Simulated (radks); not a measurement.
# Co in [Ar] 3d7 4s2: an all-electron calculation

The task here is to estimate one member of a computed series from the others.

Method: scalar-relativistic Kohn-Sham, OLYP, spin-unpolarised, spherical densities, finite nucleus. Code: radks (a radial shooting solver on a logarithmic mesh, Libxc functionals) version 1.

## The system

| Quantity | Value |
| --- | --- |
| element | cobalt (Z = 27) |
| charge | 0 |
| electrons | 27 |
| configuration | [Ar] 3d7 4s2 |
| nuclear rms radius | 3.7875 fm |

Outer shells as boxes (Hund's rule):

Co
```
[Ar] core
3d [↑↓][↑↓][↑ ][↑ ][↑ ]
4s [↑↓]
```

The first run:

The run's settings:

```text
Z 27
configuration [Ar] 3d7 4s2
relativity scalar-relativistic
functional optx,lyp
spin unpolarised
nucleus finite rms 3.7875 fm
c 137.035999084
```

Run with:

```console
$ python run_ks.py task.json out
```

The same process makes all the runs of this session.

One of the session's tables, all rows but one given; the rest of the session is left out.

It belongs to the step «Shells». Sizes of the orbitals, from the radial functions (bohr):

| level | <r> | outermost maximum (interpolated) | 90 % within | nodes |
| --- | --- | --- | --- | --- |
| 1s | 0.05620 | 0.0368 | 0.100 | 0 |
| 2s | ? | ? | ? | ? |
| 2p | 0.2248 | 0.172 | 0.368 | 0 |
| 3s | 0.7731 | 0.668 | 1.16 | 2 |
| 3p | 0.8151 | 0.678 | 1.26 | 1 |
| 3d | 1.061 | 0.668 | 1.87 | 0 |
| 4s | 2.934 | 2.33 | 4.55 | 3 |

**Question.** Estimate the row for 2s.

**Answer.** <r>: 0.2553; outermost maximum (interpolated): 0.213; 90 % within: 0.396; nodes: 1. In the column «<r>» it lies between 2p (0.2248) and 3s (0.7731).

Limits of these values: Spin polarisation and multiplet splitting are left out.
